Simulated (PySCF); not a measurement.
# CH7NOSi (SMILES CO[SiH2]N): levels of theory compared

Aim: a comparison of 6 runs (HF/3-21G, B3LYP/6-31G*, PBE0/def2-SVP, B2PLYP/6-311G**, PBE/pcseg-2) of CH7NOSi. The job is set up through a Python script.

Program for the calculation: PySCF 2.14.0.

### Step 1. The molecule

The species is CH7NOSi (11 atoms), meant as a singlet with charge 0. SMILES: `CO[SiH2]N`. The shape is that of a PBE0-D4/def2-TZVP optimisation. This is one conformer, not always the lowest.

Bond lengths: C1–O2 1.407 Å, O2–Si3 1.648 Å, Si3–N4 1.701 Å, C1–H5 1.097 Å, C1–H6 1.091 Å, C1–H7 1.097 Å, Si3–H8 1.488 Å, Si3–H9 1.488 Å, N4–H10 1.007 Å, N4–H11 1.007 Å. Some angles: C1–O2–Si3 122.1°, O2–Si3–N4 112.5°, O2–C1–H5 111.7°, O2–C1–H6 108.5°, O2–C1–H7 111.7°, O2–Si3–H8 108.4°, O2–Si3–H9 108.6°, N4–Si3–H8 108.4°, N4–Si3–H9 108.2°, Si3–N4–H10 120.7°.

### Step 2. Energy and forces at HF/3-21G (run 1)

start.xyz reads:

```xyz
11

C     -0.655300     1.711900     0.500200
O     -0.610600     0.508700    -0.227100
Si     0.533800    -0.642700     0.054300
N      0.344700    -2.006900    -0.943700
H      0.258400     2.302900     0.362300
H     -1.501500     2.301200     0.142400
H     -0.790700     1.531800     1.573800
H      0.421900    -1.079900     1.472300
H      1.874600    -0.055000    -0.212100
H     -0.403400    -2.661100    -0.783300
H      0.593600    -1.968000    -1.918400
```

calc.py reads:

```python
import pyscf.grad
from pyscf import gto

system = gto.M(
    atom='start.xyz',
    verbose=4,
    spin=0,
    max_memory=1860,
    basis='3-21g',
)

hf = system.RHF()
hf.conv_tol = 1e-10
hf.kernel()
if not hf.converged:
    hf = hf.newton().run(hf.mo_coeff, hf.mo_occ)

energy = hf.e_tot
print('E(%s) = %.9f' % ('HF', energy))
grad = hf.Gradients().kernel()
hf.analyze()
```

Run with:

```bash
$ OMP_NUM_THREADS=1 python calc.py
```

Output:

```text
PySCF version 2.14.0

[... 82 lines left out ...]
Two-electron Energy =                  352.263799833529220
[... 9 lines left out ...]
MO #6   energy= -4.23397939448089  occ= 2
[... 7 lines left out ...]
MO #14  energy= -0.627407989324575 occ= 2
[... 7 lines left out ...]
MO #22  energy= 0.206118735975028  occ= 0
[... 7 lines left out ...]
MO #30  energy= 0.368881281485729  occ= 0
[... 7 lines left out ...]
MO #38  energy= 1.06180907851686   occ= 0
[... 7 lines left out ...]
MO #46  energy= 1.46567653676715   occ= 0
[... 7 lines left out ...]
MO #54  energy= 3.345729109263     occ= 0
[... 68 lines left out ...]
Dipole moment(X, Y, Z, Debye): -0.19965,  0.33213,  0.05467
```

Wall time 2 s (1 thread of Arm Neoverse V1, shared host); peak memory 0.13 GiB.

### Step 3. Energy and forces at B3LYP/6-31G(d) (spherical functions) (run 2)

calc.py reads:

```python
from pyscf import gto, dft

system = gto.M(
    atom='''
C   -0.655300   1.711900   0.500200
O   -0.610600   0.508700  -0.227100
Si   0.533800  -0.642700   0.054300
N    0.344700  -2.006900  -0.943700
H    0.258400   2.302900   0.362300
H   -1.501500   2.301200   0.142400
H   -0.790700   1.531800   1.573800
H    0.421900  -1.079900   1.472300
H    1.874600  -0.055000  -0.212100
H   -0.403400  -2.661100  -0.783300
H    0.593600  -1.968000  -1.918400
''',
    verbose=4,
    basis='6-31g*',
    charge=0,
    max_memory=1860,
)

calc0 = dft.RKS(system, xc='b3lyp')
calc0.grids.level = 5
calc0.conv_tol = 1e-10
calc0.kernel()
if not calc0.converged:
    calc0 = calc0.newton().run(calc0.mo_coeff, calc0.mo_occ)

energy = calc0.e_tot
print('Final energy', energy)
grad = calc0.nuc_grad_method().kernel()
calc0.analyze()
```

Run with:

```bash
$ OMP_NUM_THREADS=1 python calc.py
```

Output:

```text
PySCF version 2.14.0

[... 80 lines left out ...]
Final energy -461.8304082912368
[... 24 lines left out ...]
MO #4   energy= -10.2207915180499  occ= 2
[... 9 lines left out ...]
MO #14  energy= -0.457017219045165 occ= 2
[... 9 lines left out ...]
MO #24  energy= 0.12228779926351   occ= 0
[... 9 lines left out ...]
MO #34  energy= 0.334338096258291  occ= 0
[... 9 lines left out ...]
MO #44  energy= 0.83166263199347   occ= 0
[... 9 lines left out ...]
MO #54  energy= 1.11584602717665   occ= 0
[... 9 lines left out ...]
MO #64  energy= 1.89614808048361   occ= 0
[... 9 lines left out ...]
MO #74  energy= 2.79390275130915   occ= 0
[... 88 lines left out ...]
Dipole moment(X, Y, Z, Debye): -0.40107,  0.00499, -0.32632
```

It took 29 s on 1 thread of Arm Neoverse V1, shared host; peak memory 0.73 GiB.

Run 3 isn't shown in full; the table further down has it.

### Step 4. Energy and forces at PBE0/def2-SVP (run 4)

input.py reads:

```python
# CO[SiH2]N
from pyscf import gto, dft

mol = gto.M(
    atom=[
    ('C', (-0.655300, 1.711900, 0.500200)),
    ('O', (-0.610600, 0.508700, -0.227100)),
    ('Si', (0.533800, -0.642700, 0.054300)),
    ('N', (0.344700, -2.006900, -0.943700)),
    ('H', (0.258400, 2.302900, 0.362300)),
    ('H', (-1.501500, 2.301200, 0.142400)),
    ('H', (-0.790700, 1.531800, 1.573800)),
    ('H', (0.421900, -1.079900, 1.472300)),
    ('H', (1.874600, -0.055000, -0.212100)),
    ('H', (-0.403400, -2.661100, -0.783300)),
    ('H', (0.593600, -1.968000, -1.918400)),
],
    verbose=4,
    charge=0,
    basis='def2-svp',
    max_memory=1860,
)

ks = dft.RKS(mol, xc='pbe0')
ks.grids.level = 5
ks.conv_tol = 1e-10
ks.kernel()
if not ks.converged:
    ks = ks.newton().run(ks.mo_coeff, ks.mo_occ)

etot = ks.e_tot
print(f'total energy: {etot:.8f} hartree')
grad = ks.nuc_grad_method().kernel()
ks.analyze()
```

Run with:

```bash
$ OMP_NUM_THREADS=1 python input.py
```

Output:

```text
PySCF version 2.14.0

[... 104 lines left out ...]
MO #4   energy= -10.2766176415708  occ= 2
[... 12 lines left out ...]
MO #17  energy= -0.392643250122392 occ= 2
[... 12 lines left out ...]
MO #30  energy= 0.170720196129713  occ= 0
[... 12 lines left out ...]
MO #43  energy= 0.652732224370095  occ= 0
[... 12 lines left out ...]
MO #56  energy= 1.06914523681509   occ= 0
[... 12 lines left out ...]
MO #69  energy= 1.74729989215808   occ= 0
[... 12 lines left out ...]
MO #82  energy= 2.38328726437801   occ= 0
[... 12 lines left out ...]
MO #95  energy= 3.37531881129301   occ= 0
[... 109 lines left out ...]
Dipole moment(X, Y, Z, Debye): -0.39143,  0.00667, -0.31573
```

It took 40 s on 1 thread of Arm Neoverse V1, shared host; peak memory 0.94 GiB.

Run 5 isn't shown in full; the table further down has it.

### Step 5. Energy and gradient at PBE/pcseg-2 (run 6)

mol.xyz reads:

```xyz
11
CH7NOSi
C     -0.655300     1.711900     0.500200
O     -0.610600     0.508700    -0.227100
Si     0.533800    -0.642700     0.054300
N      0.344700    -2.006900    -0.943700
H      0.258400     2.302900     0.362300
H     -1.501500     2.301200     0.142400
H     -0.790700     1.531800     1.573800
H      0.421900    -1.079900     1.472300
H      1.874600    -0.055000    -0.212100
H     -0.403400    -2.661100    -0.783300
H      0.593600    -1.968000    -1.918400
```

run.py reads:

```python
import pyscf.grad
from pyscf import gto, dft

mol = gto.M(
    atom='mol.xyz',
    spin=0,
    charge=0,
    max_memory=1860,
    verbose=3,
    basis='pcseg-2',
)

ks = dft.RKS(mol, xc='pbe')
ks.conv_tol = 1e-10
ks.grids.level = 5
ks.kernel()
if not ks.converged:
    ks = ks.newton().run(ks.mo_coeff, ks.mo_occ)

e_tot = ks.e_tot
print(f'total energy: {e_tot:.8f} hartree')
grad = ks.Gradients().kernel()
dip = ks.dip_moment()
pop, q = ks.mulliken_pop()
```

Run with:

```bash
$ OMP_NUM_THREADS=1 python run.py
```

Output:

```text
converged SCF energy = -461.574939958207
total energy: -461.57493996 hartree
[... 8 lines left out ...]
Dipole moment(X, Y, Z, Debye): -0.42081,  0.03092, -0.32839
[... 234 lines left out ...]
charge of   10H =      0.15161
```

Run time: 5.5 min. Hardware: 1 thread of Arm Neoverse V1, shared host; peak memory 1.8 GiB.

### Step 6. All runs side by side

```tsv
run	level	integration grid	Cartesian functions	energy (Eh)	dipole moment (D)	HOMO energy (eV)	LUMO energy (eV)	wall time
1	HF/3-21G	–	no	-457.762453	0.39	-11.00	5.61	2 s
2	B3LYP/6-31G* (spherical functions)	5	no	-461.830408	0.52	-7.17	1.30	29 s
3	B3LYP/6-31G* (Cartesian functions)	5	yes	-461.835124	0.51	-7.17	1.27	31 s
4	PBE0/def2-SVP	5	no	-461.294515	0.50	-7.56	1.52	40 s
5	B2PLYP/6-311G**	5	no	-461.603234	0.40	-9.01	2.05	36 s
6	PBE/pcseg-2	5	no	-461.574940	0.53	-6.39	-0.33	5.5 min
```

### Step 7. What came out

| quantity | value |
| --- | --- |
| run 6: total energy | -461.57494 Eh |
| run 6: dipole moment | 0.53 D |
| run 6: HOMO energy | -6.39 eV |
| run 6: LUMO energy | -0.33 eV |
| run 6: HOMO–LUMO gap | 6.07 eV |
| run 6: largest force on an atom | 0.499 eV/Å |

What this shows: The dipole moment (its size) runs from 0.39 D (HF/3-21G) to 0.53 D (PBE/pcseg-2). The two ends differ in method and basis. The HOMO–LUMO gap runs from 6.07 eV (PBE/pcseg-2) to 16.61 eV (HF/3-21G). Totals of different functionals can't be ranked against each other. All runs together took 7.8 min, the longest 5.5 min.
